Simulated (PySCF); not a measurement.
# GeSb: bond curves at several levels of theory, part 2 of 2

PySCF 2.14.0; Ge def2-SVP, Sb def2-SVP with ECP28; scalar-relativistic core potentials. The steps go on from the part before.

## Step 9: PBEsol (GGA)

Log of the SCF at 2.452 Å:

```text
******** <class 'pyscf.dft.uks_symm.SymAdaptedUKS'> ********
method = SymAdaptedUKS
initial guess = minao
damping factor = 0
level_shift factor = 0
DIIS = <class 'pyscf.scf.diis.CDIIS'>
diis_start_cycle = 1
diis_space = 10
diis_damp = 0
SCF conv_tol = 1e-09
SCF conv_tol_grad = None
SCF max_cycles = 60
direct_scf = False
max_memory 909 MB (current use 397 MB)
number electrons alpha = 28  beta = 27
XC library pyscf.dft.libxc version 7.0.0
    S. Lehtola, C. Steigemann, M. J.T. Oliveira, and M. A.L. Marques.,  SoftwareX 7, 1–5 (2018)
XC functionals = PBEsol
    J. P. Perdew, A. Ruzsinszky, G. I. Csonka, O. A. Vydrov, G. E. Scuseria, L. A. Constantin, X. Zhou, and K. Burke.,  Phys. Rev. Lett. 100, 136406 (2008)
    J. P. Perdew, A. Ruzsinszky, G. I. Csonka, O. A. Vydrov, G. E. Scuseria, L. A. Constantin, X. Zhou, and K. Burke.,  Phys. Rev. Lett. 100, 136406 (2008)
small_rho_cutoff = 0
Set gradient conv threshold to 3.16228e-05
init E= -2314.89944365866
cycle= 1 E= -2314.90085300536  delta_E= -0.00141  |g|= 0.075  |ddm|= 0.154
cycle= 2 E= -2314.88943298816  delta_E= 0.0114  |g|= 0.119  |ddm|= 0.225
cycle= 3 E= -2314.88743532419  delta_E= 0.002  |g|= 0.124  |ddm|= 0.362
cycle= 4 E= -2314.90238248922  delta_E= -0.0149  |g|= 0.00656  |ddm|= 0.176
cycle= 5 E= -2314.90243523589  delta_E= -5.27e-05  |g|= 0.000652  |ddm|= 0.0116
cycle= 6 E= -2314.90243628969  delta_E= -1.05e-06  |g|= 0.000259  |ddm|= 0.00256
cycle= 7 E= -2314.90243677768  delta_E= -4.88e-07  |g|= 0.000185  |ddm|= 0.00271
cycle= 8 E= -2314.90243685744  delta_E= -7.98e-08  |g|= 6.7e-05  |ddm|= 0.00119
cycle= 9 E= -2314.90243686303  delta_E= -5.59e-09  |g|= 7.44e-06  |ddm|= 0.000171
cycle= 10 E= -2314.90243686308  delta_E= -5.09e-11  |g|= 1.88e-06  |ddm|= 1.62e-05
Extra cycle  E= -2314.902436863  delta_E= 8.19e-11  |g|= 8.78e-06  |ddm|= 1.75e-05
converged SCF energy = -2314.902436863  <S^2> = 0.75266843  2S+1 = 2.0026666
```

Re = 2.461 Å, ωe = 281.5 cm⁻¹, ωexe = 0.537 cm⁻¹, αe = 0.000163 cm⁻¹, Be = 0.06067 cm⁻¹, De = 3.19 eV, μ = -0.18 D.

## Step 10: UHF

The SCF at the reference distance, 2.452 Å, printed:

```text
******** <class 'pyscf.scf.uhf_symm.SymAdaptedUHF'> ********
method = SymAdaptedUHF
initial guess = minao
damping factor = 0
level_shift factor = 0
DIIS = <class 'pyscf.scf.diis.CDIIS'>
diis_start_cycle = 1
diis_space = 10
diis_damp = 0
SCF conv_tol = 1e-09
SCF conv_tol_grad = None
SCF max_cycles = 60
direct_scf = False
max_memory 909 MB (current use 409 MB)
number electrons alpha = 28  beta = 27
Overwritten attributes  get_j get_jk get_occ get_k get_hcore  of <class 'pyscf.scf.uhf_symm.SymAdaptedUHF'>
<class 'pyscf.scf.uhf_symm.SymAdaptedUHF'> does not have attributes  refdm
Set gradient conv threshold to 3.16228e-05
init E= -2314.32670860573
cycle= 1 E= -2314.34157426313  delta_E= -0.0149  |g|= 0.0595  |ddm|= 0.285
cycle= 2 E= -2314.34310851991  delta_E= -0.00153  |g|= 0.0284  |ddm|= 0.0963
cycle= 3 E= -2314.34354812339  delta_E= -0.00044  |g|= 0.00954  |ddm|= 0.0258
cycle= 4 E= -2314.34405507735  delta_E= -0.000507  |g|= 0.00866  |ddm|= 0.0386
cycle= 5 E= -2314.3441422996  delta_E= -8.72e-05  |g|= 0.00876  |ddm|= 0.00593
cycle= 6 E= -2314.34358527618  delta_E= 0.000557  |g|= 0.00778  |ddm|= 0.0398
cycle= 7 E= -2314.34246913169  delta_E= 0.00112  |g|= 0.00465  |ddm|= 0.129
cycle= 8 E= -2314.34242047351  delta_E= 4.87e-05  |g|= 0.00345  |ddm|= 0.0359
cycle= 9 E= -2314.34248812699  delta_E= -6.77e-05  |g|= 0.00223  |ddm|= 0.0313
cycle= 10 E= -2314.34255078342  delta_E= -6.27e-05  |g|= 0.00138  |ddm|= 0.0256
cycle= 11 E= -2314.34257264396  delta_E= -2.19e-05  |g|= 0.000313  |ddm|= 0.0199
cycle= 12 E= -2314.34257285987  delta_E= -2.16e-07  |g|= 6.96e-05  |ddm|= 0.00334
cycle= 13 E= -2314.34257286752  delta_E= -7.65e-09  |g|= 1.87e-05  |ddm|= 0.000242
cycle= 14 E= -2314.3425728684  delta_E= -8.8e-10  |g|= 5.79e-06  |ddm|= 0.000123
Extra cycle  E= -2314.34257286846  delta_E= -5.68e-11  |g|= 3.62e-06  |ddm|= 1.91e-05
converged SCF energy = -2314.34257286846  <S^2> = 0.76768409  2S+1 = 2.0176066
```

No constants are quoted: the points don't follow one smooth fit. 6.9 s of CPU time for 9 points, integrals apart.

## Step 11: MP2

Reference: UHF; core orbitals frozen: 13.

Correlation energy (eV) along the bond:

| R (Å) | MP2 | SCS-MP2 |
| --- | --- | --- |
| 2.109 | -7.924 | -7.332 |
| 2.207 | -7.837 | -7.252 |
| 2.305 | -7.654 | -7.075 |
| 2.378 | -8.046 | -7.460 |
| 2.452 | -8.093 | -7.512 |
| 2.526 | -8.136 | -7.561 |
| 2.624 | -8.189 | -7.623 |
| 2.746 | -8.253 | -7.701 |
| 2.893 | -8.327 | -7.791 |

UHF-MP2: No constants are quoted: the points don't follow one smooth fit.

UHF-SCS-MP2: No constants are quoted: the points don't follow one smooth fit.

## Step 12: The curves together

Energy (eV) from each level's lowest point:

| R (Å) | UHF | UHF-MP2 | UHF-SCS-MP2 | PBE | PBEsol | r²SCAN | r²SCANh | PBE0 |
| --- | --- | --- | --- | --- | --- | --- | --- | --- |
| 2.109 | 1.223 | 1.393 | 1.404 | 1.440 | 1.328 | 1.308 | 1.267 | 1.283 |
| 2.207 | 0.483 | 0.739 | 0.743 | 0.677 | 0.603 | 0.583 | 0.553 | 0.563 |
| 2.305 | 0.036 | 0.475 | 0.473 | 0.241 | 0.199 | 0.185 | 0.166 | 0.171 |
| 2.378 | 0.013 | 0.060 | 0.065 | 0.070 | 0.050 | 0.043 | 0.034 | 0.035 |
| 2.452 | 0.000 | 0.000 | 0.000 | 0.000 | 0.000 | 0.000 | 0.000 | 0.000 |
| 2.526 | 0.068 | 0.026 | 0.020 | 0.007 | 0.025 | 0.032 | 0.040 | 0.041 |
| 2.624 | 0.250 | 0.155 | 0.140 | 0.104 | 0.144 | 0.156 | 0.165 | 0.176 |
| 2.746 | 0.574 | 0.414 | 0.385 | 0.321 | 0.385 | 0.379 | 0.382 | 0.404 |
| 2.893 | 1.038 | 0.804 | 0.759 | 0.652 | 0.745 | 0.684 | 0.677 | 0.706 |

The whole job (state search and all levels along the bond) took 2.8 min on 1 thread of Intel Xeon Platinum 8488C (shared host), peak memory 0.66 GiB.

## Step 13: Constants by level of theory

The summary covers parts 1 to 2.

Lowest PBE0 solution found, without spin–orbit coupling: ²Π (doublet), unpaired electrons π ↑. State 2 has its PBE0 minimum 0.31 eV higher. State 3 has its PBE0 minimum 1.10 eV higher. State 4 has its PBE0 minimum 1.44 eV higher, as a spin-mixed determinant (⟨S²⟩ = 1.76), so this is no gap between pure states. The other levels ran on the lowest alone.

| level | Re (Å) | ωe (cm⁻¹) | De (eV) | μ (D) |
| --- | --- | --- | --- | --- |
| PBE | 2.480 | 274.8 | 2.95 | -0.21 |
| PBEsol | 2.461 | 281.5 | 3.19 | -0.18 |
| r²SCAN | 2.453 | 285.3 | 2.65 | -0.18 |
| r²SCANh | 2.445 | 285.5 | 2.54 | -0.22 |
| PBE0 | 2.445 | 292.5 | 2.58 | -0.30 |

De is counted to Ge + Sb in their ground configurations. A positive dipole means Ge(−)Sb(+). No constants: UHF (the points don't follow one smooth fit); UHF-MP2 (the points don't follow one smooth fit); UHF-SCS-MP2 (the points don't follow one smooth fit).

Time per point (s) on 1 thread of Intel Xeon Platinum 8488C, shared host (CPU time, shared integrals of 0.32 s apart; correlated levels include their reference); the times are rough: PBE 1.2, PBEsol 0.71, r²SCAN 1.3, r²SCANh 1.5, PBE0 2.1.

The methods spread over 0.035 Å in bond length, from r²SCANh to PBE. Among the levels with a De in the table, it runs from 2.54 eV (r²SCANh) to 3.19 eV (PBEsol).

Correlated steps freeze 13 core orbitals. These are scalar-relativistic numbers at best; spin–orbit coupling would shift them, the dissociation energy most. With spin–orbit coupling the term label itself may not hold.
